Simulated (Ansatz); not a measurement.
# GaH₃S (SMILES [SH][GaH2]): a relaxed scan of the bond length S1–H3

One table from this session's results is given with a row withheld; the runs are named, their logs left out.

Program: Ansatz 0.2.0, Gaussian basis. Level of theory: single points in def2-TZVPP. These are calculated values, not measurements.

Levels: PBE-D4, r2SCAN-D4, PBE0-D4, B3LYP-D4, wB97M-V, Hartree-Fock, MP2, CCSD, CCSD(T). The scan takes 1.155, 1.194, 1.252, 1.320, 1.395, 1.475, 1.561, 1.651, 1.746 Å.

Correlated methods freeze the cores. Filled d shells of the heavier atoms are correlated. B3LYP uses VWN-RPA correlation.

28 further runs of the same task are left out: 28 set aside as unsound or not needed.

**Starting geometry**

The minimum, relaxed at PBE0-D4: SMILES `[SH][GaH2]`, 5 atoms, charge 0, spin multiplicity 1.

Atoms are counted from 1 here; the program's logs count them from 0.

Bond lengths: S1–Ga2 2.199 Å, S1–H3 1.343 Å, Ga2–H4 1.559 Å, Ga2–H5 1.560 Å. Angles: Ga2–S1–H3 95.0°, S1–Ga2–H4 115.2°, S1–Ga2–H5 118.1°, H4–Ga2–H5 126.7°.

As a file:

```mol
GaH3S
  3D, bonds by distance, orders not assigned

  5  4  0  0  0  0  0  0  0  0999 V2000
    0.0390   -1.4533    0.6844 S   0  0
   -0.3293    0.4332   -0.3834 Ga  0  0
    1.2638   -1.1084    1.1133 H   0  0
   -1.7112    0.5325   -1.0979 H   0  0
    0.7875    1.5224   -0.3578 H   0  0
  1  2  8  0
  1  3  8  0
  2  4  8  0
  2  5  8  0
M  END
```

Energies of the minimum (eV), from earlier single points: PBE-D4 -63250.56479, r2SCAN-D4 -63262.24005, PBE0-D4 -63252.59720, B3LYP-D4 -63265.41640, wB97M-V -63259.55692, CCSD(T) -63212.57820.

At the minimum the bond length S1–H3 is 1.343 Å.

The first run:

relax/in.yaml

```yaml
crystal:
  periodic: [false, false, false]
  atoms:
    - {symbol: S, position_ang: [0.039028, -1.453292, 0.684428]}
    - {symbol: Ga, position_ang: [-0.329273, 0.433183, -0.383447]}
    - {symbol: H, position_ang: [1.092556, -1.156587, 1.053306]}
    - {symbol: H, position_ang: [-1.711174, 0.532479, -1.097898]}
    - {symbol: H, position_ang: [0.787487, 1.522382, -0.357758]}
basis:
  gaussian: {orbitals: def2-TZVP}
hamiltonian: {xc: pbe0, dispersion: d4}
relax: {f_tol: 0.005, max_steps: 200, constraints: [{distance: [0, 2]}]}
```

No record of the launch command was kept for these runs.

Steps of the session up to this table: S1–H3 = 1.155 Å; S1–H3 = 1.194 Å; S1–H3 = 1.252 Å; S1–H3 = 1.320 Å; S1–H3 = 1.395 Å; S1–H3 = 1.475 Å; S1–H3 = 1.561 Å; S1–H3 = 1.651 Å; S1–H3 = 1.746 Å.

One of the session's tables, all rows but one given; the rest of the session is left out.

Energies less that of the minimum at the same level (eV):

| bond length (Å) | PBE-D4 | PBE0-D4 | B3LYP-D4 | wB97M-V | Hartree-Fock |
| --- | --- | --- | --- | --- | --- |
| 1.155 | 0.698 | 0.654 | 0.643 | 0.630 | 0.593 |
| 1.194 | 0.417 | 0.380 | 0.374 | 0.363 | 0.330 |
| 1.252 | 0.150 | 0.127 | 0.125 | 0.118 | 0.094 |
| 1.320 | 0.013 | 0.007 | 0.007 | 0.005 | -0.002 |
| 1.343 (minimum) | 0.000 | 0.000 | 0.000 | 0.000 | 0.000 |
| 1.395 | 0.019 | 0.034 | 0.032 | 0.038 | 0.055 |
| 1.475 | ? | ? | ? | ? | ? |
| 1.561 | 0.379 | 0.447 | 0.430 | 0.459 | 0.545 |
| 1.651 | 0.679 | 0.778 | 0.748 | 0.795 | 0.922 |
| 1.746 | 1.027 | 1.161 | 1.112 | 1.184 | 1.358 |

**Question.** Estimate the row for bond length (Å) = 1.475.

Worked estimate for «PBE-D4». A straight line through the neighbours (1.395, 0.019) and (1.561, 0.379) gives 0.019 + (0.379 − 0.019) × (1.475 − 1.395) / (1.561 − 1.395) = 0.192; a parabola fitted to 4 rows on both sides gives 0.151.

The run gave: PBE-D4: 0.149; PBE0-D4: 0.188; B3LYP-D4: 0.181; wB97M-V: 0.197; Hartree-Fock: 0.245. In «PBE-D4» the line misses by +0.043 and the parabola by +0.002.

To keep in mind: A polynomial through the near points puts the CCSD(T) minimum 0.004 Å below the PBE0-D4 value.
